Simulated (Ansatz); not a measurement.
From input file to script: C2H3FN2Si, SMILES N=C=C=N[SiH2]F in Ansatz 0.2.0.

```yaml
crystal:
  periodic: [false, false, false]
  atoms:
    - { symbol: "N", position_ang: [2.5618, -1.1175, -1.7007] }
    - { symbol: C, position_ang: [1.5712, -0.8454, -1.0459] }
    - { symbol: C, position_ang: [0.5808, -0.6014, -0.3756] }
    - { symbol: "N", position_ang: [-0.2464, -0.3456, 0.2993] }
    - { symbol: Si, position_ang: [-1.6169, 0.5294, 1.0167] }
    - { symbol: F, position_ang: [-1.3848, 2.1033, 0.707] }
    - { symbol: H, position_ang: [3.0802, -0.2198, -1.9055] }
    - { symbol: H, position_ang: [-2.8684, 0.1093, 0.4443] }
    - { symbol: H, position_ang: [-1.589, 0.3415, 2.5433] }
basis:
  gaussian:
    orbitals: cc-pVDZ
hamiltonian:
  xc: r2scan
```

`c2h3fn2si.py`
```python
# -*- coding: utf-8 -*-
'''Single point of C2H3FN2Si.'''

import logging
import sys

import ansatz

logging.basicConfig(stream=sys.stdout, format='%(levelname)s %(message)s')
logger = logging.getLogger('ansatz_job')
logger.setLevel(logging.INFO)

system = (
    ansatz.Crystal.molecule()
    .atom('N', (2.5618, -1.1175, -1.7007))
    .atom('C', (1.5712, -0.8454, -1.0459))
    .atom('C', (0.5808, -0.6014, -0.3756))
    .atom('N', (-0.2464, -0.3456, 0.2993))
    .atom('Si', (-1.6169, 0.5294, 1.0167))
    .atom('F', (-1.3848, 2.1033, 0.707))
    .atom('H', (3.0802, -0.2198, -1.9055))
    .atom('H', (-2.8684, 0.1093, 0.4443))
    .atom('H', (-1.589, 0.3415, 2.5433))
)

model = (
    system.calculation()
    .basis(gaussian='cc-pVDZ')
    .functional('r2scan')
)
done = model.run(threads=1)
rep = done.report

logger.info('reference energy %16.6f eV' % rep['reference_energy_ev'])
logger.info('total energy     %16.6f eV' % rep['free_energy_ev'])
print('occupied (up, down):', rep['n_occupied'], ' virtual:', rep['n_virtual'], ' frozen:', rep['n_frozen'])

state = rep['mean_field']['state']
logger.info(f'mean field: {state["energy"]["hartree"]:.7f} Ha, <S^2> = {abs(state["spin_squared"]):.4f}, stability: {state.get("stability", {}).get("kind")}')
```

```console
$ python c2h3fn2si.py
INFO reference energy    -15690.155965 eV
INFO total energy        -15690.155965 eV
occupied (up, down): [26, 26]  virtual: [77, 77]  frozen: 0
INFO mean field: -576.6025965 Ha, <S^2> = 0.0000, stability: minimum
```

Total energies depend on the basis set; only differences at equal settings carry meaning. The geometry is a force-field or estimated start, not a minimum of this method, and the basis set is short of its limit. The whole script took 7.5 s on 1 thread of Arm Neoverse V1 (shared host), peak memory 0.22 GiB.

(A comment or docstring line of the script was reworded after the run, the code is as it ran; lines on the test bed's own set-up are left out of the output.)
